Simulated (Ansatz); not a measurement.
# Li2Sc3Be4GaCu2: the cost of one run

Program: Ansatz 0.2.0. Level of theory: DFT PBE, scalar-relativistic, plane waves, PAW. These are calculated values, not measurements.

### 1 The starting structure

The cell holds 12 atoms (Be4Cu2GaLi2Sc3): a = 5.627 Å, b = 5.627 Å, c = 6.892 Å, α = 90.00°, β = 90.00°, γ = 120.00°.

The sites of an ideal fcc lattice, at a guessed lattice constant, take 2 Cu, 1 Ga, 2 Li, 3 Sc, 4 Be (sublattices apart by semicolons), with a shake of 0.02 Å. Warren-Cowley parameters of the first shell (negative: unlike neighbours preferred): Be-Cu -0.25, Be-Ga +0.25, Be-Li -0.25, Be-Sc +0.25, Cu-Ga +0.50, Cu-Li +0.00. In a cell this small the draw can fall short of the order aimed at.

As a file:

```xyz
12
Lattice="-3.9791 -3.9791 0.0000 0.0000 3.9791 3.9791 -3.9791 3.9791 -3.9791" Properties=species:S:1:pos:R:3 pbc="T T T"
Li   -1.9790    1.9909   -0.0044
Li   -1.9794    3.9824    2.0162
Be   -5.9842    0.0025   -2.0161
Be   -3.9718   -0.0167    0.0377
Be   -5.9515    1.9918   -0.0212
Be   -3.9617    2.0226    1.9862
Sc   -1.9590    2.0115    3.9275
Sc   -3.9742    3.9777   -3.9606
Sc   -6.0099    3.9258   -1.9741
Cu   -3.9849    1.9707   -2.0131
Cu   -3.9823    3.9832    0.0139
Ga   -7.9399    2.0027   -1.9932
```

### 2 Relaxing on a coarse mesh

A cheap relaxation: coarse mesh, no symmetry, loose thresholds.

Contents of input.yaml:

```yaml
crystal:
  lattice:
    - [-3.9790572, -3.9790572, 0.0]
    - [0.0, 3.9790572, 3.9790572]
    - [-3.9790572, 3.9790572, -3.9790572]
  atoms:
    - { symbol: Li, position: [0.1644087466, 0.3318226206, 0.3329344945] }
    - { symbol: Li, position: [0.166922913, 0.8372298379, 0.3305319404] }
    - { symbol: Be, position: [0.8335091981, 0.1637247261, 0.6704052283] }
    - { symbol: Be, position: [0.6700157714, 0.337657674, 0.3281718165] }
    - { symbol: Be, position: [0.8285083522, 0.6618690463, 0.6671993694] }
    - { symbol: Be, position: [0.6607008633, 0.8340967549, 0.3349278947] }
    - { symbol: Sc, position: [0.488726133, 0.9906376378, 0.0036027588] }
    - { symbol: Sc, position: [0.0008438726, 0.002563572, 0.9979360802] }
    - { symbol: Sc, position: [0.5126805008, 0.5015808099, 0.9977138176] }
    - { symbol: Cu, position: [0.3339153746, 0.1616320509, 0.6675521749] }
    - { symbol: Cu, position: [0.3346860215, 0.669622352, 0.6661169091] }
    - { symbol: Ga, position: [0.9955383517, 0.4989597961, 0.9998883562] }
  symmetry: { detect: false }
basis:
  ecutwfc: 420
kpoints:
  mp_grid: { grid: [3, 3, 2], shift: [0.0, 0.0, 0.5] }
hamiltonian:
  xc: pbe
scf:
  occupations: { method: gaussian, width: 0.1 }
  lower_state_search: "off"
output:
  forces: true
  stress: true
  eigenvalues: true
relax:
  adjacent_minimum: "off"
  f_tol: 0.04
  max_steps: 50
  cell: { stress_tol: 0.3 }
```

Started as:

```console
$ ansatz run input.yaml --threads 4 --pin off --max-ram 9216MiB --backend cpu --events-out ev --progress --plain --runs-dir out
```

What time and memory should one allow on 4 threads of Intel Xeon at 2.50GHz (Skylake/Cascade Lake), shared host?

About 6.1 min, with a peak of 0.69 GiB.
